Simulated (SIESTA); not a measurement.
Crystal: VSi2.

```
V Si
1.0
     4.53480    0.00000    0.00000
    -2.26740    3.92725    0.00000
     0.00000    0.00000    6.31890
V Si
3 6
Direct
  0.50000 0.00000 0.50000
  0.50000 0.50000 0.83333
  0.00000 0.50000 0.16667
  0.32499 0.16249 0.16667
  0.83751 0.16249 0.83333
  0.16249 0.32499 0.50000
  0.67501 0.83751 0.16667
  0.16249 0.83751 0.83333
  0.83751 0.67501 0.50000
```

The cell comes from a database or a generator and needn't be the stable form of this composition.

| Quantity | Value |
| --- | --- |
| Program | SIESTA 5.4.2 |
| Task | single point |
| Functional | PBEsol |
| Potentials or basis | PseudoDojo 0.4 standard (PBEsol files) |
| Basis | DZP (energy shift 0.003 Ry; two zetas on semicore shells) |
| Grid cutoff | 800 Ry |
| Energy shift | 0.003 Ry |
| k mesh | 7 × 7 × 4 |
| Occupations | fermi-dirac, width 0.05 eV |
| Spin | collinear spin, ferromagnetic start |
| Starting moments | [2.0, 2.0, 2.0, 0.0, 0.0, 0.0, 0.0, 0.0, 0.0] μB |

On this cell: pressure 0.1 GPa; largest force 0.089 eV/Å; net moment 0.00 μB per cell; band gap on the k mesh none (metal or under the smearing width).

The same run follows on a disturbed copy (atoms moved at random, drawn with an rms of 0.05 Å):

```
CELL_PARAMETERS angstrom
4.53480 0.00000 0.00000
-2.26740 3.92725 0.00000
0.00000 0.00000 6.31890
ATOMIC_POSITIONS crystal
V 0.49330 0.99075 0.49704
V 0.50483 0.50922 0.84111
V 0.00226 0.50351 0.16432
Si 0.32115 0.15810 0.16959
Si 0.84113 0.15821 0.83863
Si 0.17248 0.32458 0.50528
Si 0.68129 0.83457 0.16755
Si 0.16033 0.84257 0.83657
Si 0.83293 0.67724 0.49919
```

What changes?

The energy (extrapolated to zero smearing) moves by +12.7 meV/atom; pressure 0.7 GPa; largest force 0.811 eV/Å; net moment 0.00 μB per cell; band gap on the k mesh none (metal or under the smearing width).

Forces on the atoms (eV/Å):
```
V    0.338  0.446  0.517
V   -0.026 -0.616 -0.527
V    0.184 -0.257  0.593
Si   0.280  0.278 -0.076
Si  -0.549  0.344 -0.439
Si  -0.577  0.156 -0.182
Si  -0.536  0.175  0.200
Si   0.474 -0.164 -0.352
Si   0.411 -0.362  0.266
```

Stress tensor (GPa, compression positive):
```
-0.30 -0.30 -0.24
-0.30  0.38  0.20
-0.24  0.20  1.92
```

Caveats: the basis of atomic orbitals isn't converged, which shifts pressures, moduli and gaps.
